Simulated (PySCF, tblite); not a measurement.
**C3H12O3SSi2: geometry, infrared bands and NMR shifts**

Aim: predict the infrared bands and NMR shifts of C3H12O3SSi2 (`CO[Si@@H](C)O[Si@H](O)SC`).

The runs use tblite 0.8.0 and PySCF 2.14.0, with density-fitted response routines of our own; the level of theory stands in each step. All values are computed, except where a source is named. Atoms count from 0, in the outputs and in this text.

## (1) Starting geometry

21 atoms, charge 0, multiplicity 1; geometry from: force field or distance geometry start.

Bonds of the start (Å): C0–O1 1.38, O1–Si2 1.73, Si2–C3 1.87, Si2–O4 1.70, O4–Si5 1.70, Si5–O6 1.73, Si5–S7 2.17, S7–C8 1.82, C0–H9 1.13, C0–H10 1.11, C0–H11 1.12, Si2–H12 1.48, C3–H13 1.12, C3–H14 1.11, C3–H15 1.13, Si5–H16 1.46, O6–H17 1.01, C8–H18 1.11, C8–H19 1.09, C8–H20 1.10.

## (2) Geometry optimisation with GFN2-xTB

What the job is given:

```
{"job": {"kind": "relax", "xc": "GFN2-xTB", "basis": "xTB"}, "charge": 0, "multiplicity": 1}
C     -3.257600     0.218200    -1.192700
O     -2.217100    -0.665900    -0.971300
Si    -1.125600    -0.110600     0.251600
C     -2.020000     0.176100     1.868200
O      0.008800    -1.342900     0.524000
Si     1.531900    -1.031200    -0.175200
O      2.417000    -2.512600    -0.140100
S      2.652400     0.331900     1.087600
C      3.874600     1.231000     0.090700
H     -3.834200     0.308500    -0.228300
H     -2.806600     1.183500    -1.498900
H     -3.936600    -0.198500    -1.980500
H     -0.523200     1.156700    -0.205800
H     -1.346300     0.638500     2.633700
H     -2.963900     0.746900     1.732000
H     -2.253900    -0.848600     2.291400
H      1.471600    -0.453500    -1.513700
H      1.991300    -3.133600     0.531100
H      3.335900     1.876400    -0.636300
H      4.583700     0.530400    -0.356300
H      4.408900     1.916300     0.770500
```

Command:

```bash
$ OMP_NUM_THREADS=1 python probes_run.py task.json out
```

This one command runs all jobs of the session in turn.

**Question.** This job is followed by: GFN2-xTB harmonic vibrations, gas phase; GIAO PBE0/pcSseg-1 NMR shielding, non-relativistic, gas phase. What will the session give for the following? strongest single infrared mode (GFN2-xTB); zero-point energy (GFN2-xTB); 13C shifts against TMS (PBE0/pcSseg-1); 1H shifts against TMS (PBE0/pcSseg-1, means over atoms taken as alike); 17O shifts against H2O (PBE0/pcSseg-1); 29Si shifts against TMS (PBE0/pcSseg-1); 33S shifts against CS2 (PBE0/pcSseg-1).

The runs gave:

```
                                                              quantity                                   value
                             strongest single infrared mode (GFN2-xTB)                   1087 cm⁻¹, 933 km/mol
                                          zero-point energy (GFN2-xTB)                           95.7 kcal/mol
                                13C shifts against TMS (PBE0/pcSseg-1)                     50.1, 11.6, 1.5 ppm
1H shifts against TMS (PBE0/pcSseg-1, means over atoms taken as alike)  5.42, 4.94, 3.74, 2.28, 2.15, 0.30 ppm
                                17O shifts against H2O (PBE0/pcSseg-1)                    96.7, 58.5, 25.4 ppm
                               29Si shifts against TMS (PBE0/pcSseg-1)                        -20.6, -30.6 ppm
                                33S shifts against CS2 (PBE0/pcSseg-1)                                -153 ppm
```

In words: The optimisation took 275 steps and gained 1.267 eV; among the close pairs (by a distance rule), O1–Si2 changed most, from 1.731 to 1.621 Å. No mode is imaginary among the 57: a minimum at this level. The strongest single mode, at 1087 cm⁻¹, moves mainly O4. GFN2-xTB is a fitted tight-binding method: band positions and strengths are rough. Its intensities can rank the bands wrongly. At PBE0/pcSseg-1: The largest span, 179 ppm, is at S7, where the paramagnetic term is -408 ppm.
